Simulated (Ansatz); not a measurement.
# Ir (Iridium): the cost of one run

Program: Ansatz 0.2.0. Level of theory: DFT LDA, frozen-core PAW, scalar-relativistic unless said. These are calculated values, not measurements.

The COD entry's cell or inner coordinates are ideal or old and differ from later refinements, so a difference from it is no clean test against experiment.

## (1) The system as given

The structure is cubic, space group Fm-3m (No. 225). Conventional cell: a = 3.831 Å, b = 3.831 Å, c = 3.831 Å, α = 90.00°, β = 90.00°, γ = 90.00°. Ir (site symmetry m-3m) is surrounded by 12 Ir at 2.71 Å.

Coordinates:

```xyz
1
Lattice="0.0000 1.9156 1.9156 1.9156 0.0000 1.9156 1.9156 1.9156 0.0000" Properties=species:S:1:pos:R:3 pbc="T T T"
Ir    0.0000    0.0000    0.0000
```

Cartesian axes are those of the input's lattice vectors. The structure goes back to a database entry.

## (2) Cell and atoms relaxed, PAW

Input file input.yaml:

```yaml
crystal:
  lattice:
    - [0.0, 1.9156, 1.9156]
    - [1.9156, 0.0, 1.9156]
    - [1.9156, 1.9156, 0.0]
  atoms:
    - { symbol: Ir, position: [0.0, 0.0, 0.0] }
kpoints:
  mp_grid: { grid: [24, 24, 24] }
scf:
  occupations: { method: fermi_dirac, width: 0.1 }
hamiltonian:
  xc: lda
  pseudopotentials: { kind: paw }
relax:
  f_tol: 0.002
  max_steps: 80
  cell: {}
output:
  forces: true
  stress: true
```

The run is started by

```
> ansatz run input.yaml --threads 1 --pin off --max-ram 3072MiB --backend cpu --events-out ev --progress --plain --runs-dir out
```

Q: Estimate wall time and peak memory on 1 thread of Arm Neoverse V2, shared host.

About 15 s, with a peak of 0.35 GiB.
